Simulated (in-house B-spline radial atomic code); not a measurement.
**Boron with and without its core**

A pseudopotential made with a local or semilocal functional is often used under other methods. How large is the error for boron?

Each job solves three atoms with an in-house B-spline radial code, non-relativistic and spherical, high spin: all electrons (AE), all electrons with the core left uncorrelated (FC), and the pseudo-atom (PS, semilocal channels for the l listed, the local potential above). Empty states run to l = 8; the Hartree-Fock start is not run with a model core. The AE exchange self-energy holds core-valence exchange, which PS lacks and its potential largely offsets, so that difference is no error by itself. The code writes a record and no log. All values are calculated.

**1. B⁺, LDA, core 1s, radii × 0.8**

The input, settings:

```
Z = 5
electrons = 4.0
configuration = [He] 2s2
generated_in = [He] 2s2
functional = lda,vwn
core_shells = 1
radius_factor = 0.8
core_correction = False
ion_configuration = [He] 2s1
```

From the record: radii s 1.165, p 1.67, local 1.241 bohr. Reference levels, all-electron and pseudo (hartree): 2s -0.71320, -0.71320.

Levels in eV; differences are from AE. Left out are levels of quasi-particle weight under 0.75 (0.6 for the top and for empty ones), unbound levels and those not matched in AE and PS.

```
       start       level  mean field AE  PS − AE  G0W0 AE  FC − AE  PS − AE  exchange self-energy PS − AE
         LDA          2s         -19.41    +0.00   -25.05    +0.07    -0.17                         +1.51
         LDA  2p (empty)         -13.46    +0.00    -8.76    +0.08    -0.38                         +0.47
        PBE0          2s         -20.79    -0.05   -25.04    +0.07    -0.19                         +1.39
        PBE0  2p (empty)         -11.97    -0.25    -8.65    +0.07    -0.31                         +0.36
Hartree-Fock          2s         -23.78    -0.11   -24.93    +0.07    -0.15                         +1.20
Hartree-Fock  2p (empty)          -7.51    -0.28    -8.51    +0.05    -0.26                         +0.18
```

```
       start  valence RPA correlation, FC (hartree)  PS (hartree)  RPA polarisability (no kernel), AE (bohr³)  PS (bohr³)  ionisation by RPA, AE (eV)  PS − AE (eV)
         LDA                                -0.1120       -0.1207                                        8.18        8.12                       25.47         +0.18
        PBE0                                -0.0926       -0.1009                                        7.03        6.98                       25.20         +0.17
Hartree-Fock                                -0.0638       -0.0686                                        5.35        5.28                       24.72         +0.13
```

Wall time 20 s (1 thread of Arm Neoverse N1, shared host).

**2. B⁺, LDA, core 1s, radii × 1, made in [He] 2s2 2p1**

The input, settings:

```
Z = 5
electrons = 4.0
configuration = [He] 2s2
generated_in = [He] 2s2 2p1
functional = lda,vwn
core_shells = 1
radius_factor = 1.0
core_correction = False
ion_configuration = [He] 2s1
```

From the record: radii s 1.512, p 2.362, local 1.64 bohr. Reference levels, all-electron and pseudo (hartree): 2s -0.34470, -0.34470; 2p -0.13660, -0.13660.

Levels in eV; differences are from AE. Left out are levels of quasi-particle weight under 0.75 (0.6 for the top and for empty ones), unbound levels and those not matched in AE and PS.

```
       start       level  mean field AE  PS − AE  G0W0 AE  FC − AE  PS − AE  exchange self-energy PS − AE
         LDA          2s         -19.41    +0.07   -25.05    +0.07    -0.09                         +1.54
         LDA  2p (empty)         -13.46    +0.13    -8.76    +0.08    -0.28                         +0.46
        PBE0          2s         -20.79    +0.03   -25.04    +0.07    -0.12                         +1.42
        PBE0  2p (empty)         -11.97    -0.15    -8.65    +0.07    -0.22                         +0.36
Hartree-Fock          2s         -23.78    -0.04   -24.93    +0.07    -0.07                         +1.22
Hartree-Fock  2p (empty)          -7.51    -0.22    -8.51    +0.05    -0.18                         +0.17
```

```
       start  valence RPA correlation, FC (hartree)  PS (hartree)  RPA polarisability (no kernel), AE (bohr³)  PS (bohr³)  ionisation by RPA, AE (eV)  PS − AE (eV)
         LDA                                -0.1120       -0.1207                                        8.18        8.20                       25.47         +0.12
        PBE0                                -0.0926       -0.1011                                        7.03        7.04                       25.20         +0.10
Hartree-Fock                                -0.0638       -0.0688                                        5.35        5.33                       24.72         +0.06
```

Run time: 20 s. Hardware: 1 thread of Arm Neoverse N1, shared host.

**3. B⁺, PBE, core 1s, radii × 0.8, model core, made in [He] 2s2 2p1**

The input, settings:

```
Z = 5
electrons = 4.0
configuration = [He] 2s2
generated_in = [He] 2s2 2p1
functional = pbe,pbe
core_shells = 1
radius_factor = 0.8
core_correction = True
ion_configuration = [He] 2s1
```

From the record: radii s 1.21, p 1.889, local 1.312, model core 0.707 bohr. Reference levels, all-electron and pseudo (hartree): 2s -0.34687, -0.34684; 2p -0.13262, -0.13263.

Levels in eV; differences are from AE. Left out are levels of quasi-particle weight under 0.75 (0.6 for the top and for empty ones), unbound levels and those not matched in AE and PS.

```
start       level  mean field AE  PS − AE  G0W0 AE  FC − AE  PS − AE  exchange self-energy PS − AE
  PBE          2s         -19.51    +0.03   -25.01    +0.07    -0.10                         +1.50
  PBE  2p (empty)         -13.37    +0.05    -8.70    +0.08    -0.15                         +0.44
 PBE0          2s         -20.79    +0.07   -25.04    +0.07    -0.03                         +1.48
 PBE0  2p (empty)         -11.97    +0.04    -8.65    +0.07    -0.08                         +0.39
```

```
start  valence RPA correlation, FC (hartree)  PS (hartree)  RPA polarisability (no kernel), AE (bohr³)  PS (bohr³)  ionisation by RPA, AE (eV)  PS − AE (eV)
  PBE                                -0.1113       -0.1198                                        8.02        8.00                       25.47         +0.30
 PBE0                                -0.0926       -0.0993                                        7.03        7.08                       25.20         +0.15
```

Wall time 18 s (1 thread of Arm Neoverse N1, shared host).

**4. B⁺, PBE, core 1s, radii × 0.9, made in [He] 2s2 2p1**

The input, settings:

```
Z = 5
electrons = 4.0
configuration = [He] 2s2
generated_in = [He] 2s2 2p1
functional = pbe,pbe
core_shells = 1
radius_factor = 0.9
core_correction = False
ion_configuration = [He] 2s1
```

From the record: radii s 1.361, p 2.126, local 1.476 bohr. Reference levels, all-electron and pseudo (hartree): 2s -0.34687, -0.34687; 2p -0.13262, -0.13261.

Levels in eV; differences are from AE. Left out are levels of quasi-particle weight under 0.75 (0.6 for the top and for empty ones), unbound levels and those not matched in AE and PS.

```
       start       level  mean field AE  PS − AE  G0W0 AE  FC − AE  PS − AE  exchange self-energy PS − AE
         PBE          2s         -19.51    +0.05   -25.01    +0.07    -0.07                         +1.52
         PBE  2p (empty)         -13.37    +0.11    -8.70    +0.08    -0.10                         +0.44
        PBE0          2s         -20.79    +0.06   -25.04    +0.07    -0.06                         +1.45
        PBE0  2p (empty)         -11.97    +0.04    -8.65    +0.07    -0.07                         +0.38
Hartree-Fock          2s         -23.78    +0.01   -24.93    +0.07    -0.02                         +1.26
Hartree-Fock  2p (empty)          -7.51    -0.08    -8.51    +0.05    -0.04                         +0.21
```

```
       start  valence RPA correlation, FC (hartree)  PS (hartree)  RPA polarisability (no kernel), AE (bohr³)  PS (bohr³)  ionisation by RPA, AE (eV)  PS − AE (eV)
         PBE                                -0.1113       -0.1196                                        8.02        8.03                       25.47         +0.06
        PBE0                                -0.0926       -0.0996                                        7.03        7.05                       25.20         +0.04
Hartree-Fock                                -0.0638       -0.0682                                        5.35        5.35                       24.72         +0.00
```

It took 20 s on 1 thread of Arm Neoverse N1, shared host.

**5. B⁺, PBE, core 1s, radii × 0.9, model core**

The input, settings:

```
Z = 5
electrons = 4.0
configuration = [He] 2s2
generated_in = [He] 2s2
functional = pbe,pbe
core_shells = 1
radius_factor = 0.9
core_correction = True
ion_configuration = [He] 2s1
```

From the record: radii s 1.31, p 1.902, local 1.399, model core 0.736 bohr. Reference levels, all-electron and pseudo (hartree): 2s -0.71681, -0.71677.

Levels in eV; differences are from AE. Left out are levels of quasi-particle weight under 0.75 (0.6 for the top and for empty ones), unbound levels and those not matched in AE and PS.

```
start       level  mean field AE  PS − AE  G0W0 AE  FC − AE  PS − AE  exchange self-energy PS − AE
  PBE          2s         -19.51    +0.00   -25.01    +0.07    -0.13                         +1.49
  PBE  2p (empty)         -13.37    -0.00    -8.70    +0.08    -0.18                         +0.44
 PBE0          2s         -20.79    +0.04   -25.04    +0.07    -0.07                         +1.47
 PBE0  2p (empty)         -11.97    -0.00    -8.65    +0.07    -0.11                         +0.39
```

```
start  valence RPA correlation, FC (hartree)  PS (hartree)  RPA polarisability (no kernel), AE (bohr³)  PS (bohr³)  ionisation by RPA, AE (eV)  PS − AE (eV)
  PBE                                -0.1113       -0.1202                                        8.02        7.97                       25.47         +0.33
 PBE0                                -0.0926       -0.0995                                        7.03        7.06                       25.20         +0.18
```

Wall time 18 s (1 thread of Arm Neoverse N1, shared host).

**6. What the core costs**

Of the filled levels shown, the one that moves most in G0W0 on the functional of the generation (eV):

| pseudo-atom | level | PS − AE | FC − AE | exchange self-energy PS − AE |
| --- | --- | --- | --- | --- |
| B⁺, LDA, core 1s, radii × 0.8 | 2s | -0.17 | +0.07 | +1.51 |
| B⁺, LDA, core 1s, radii × 1, made in [He] 2s2 2p1 | 2s | -0.09 | +0.07 | +1.54 |
| B⁺, PBE, core 1s, radii × 0.8, model core, made in [He] 2s2 2p1 | 2s | -0.10 | +0.07 | +1.50 |
| B⁺, PBE, core 1s, radii × 0.9, made in [He] 2s2 2p1 | 2s | -0.07 | +0.07 | +1.52 |
| B⁺, PBE, core 1s, radii × 0.9, model core | 2s | -0.13 | +0.07 | +1.49 |

For these levels the shift runs from 0.07 eV (B⁺, PBE, core 1s, radii × 0.9, made in [He] 2s2 2p1) to 0.17 eV (B⁺, LDA, core 1s, radii × 0.8). Leaving the core uncorrelated shifts some of these levels the other way or by more than the total, so the pseudopotential's own error works against it there, and can outweigh it. The radii follow a simple rule and aren't optimised.
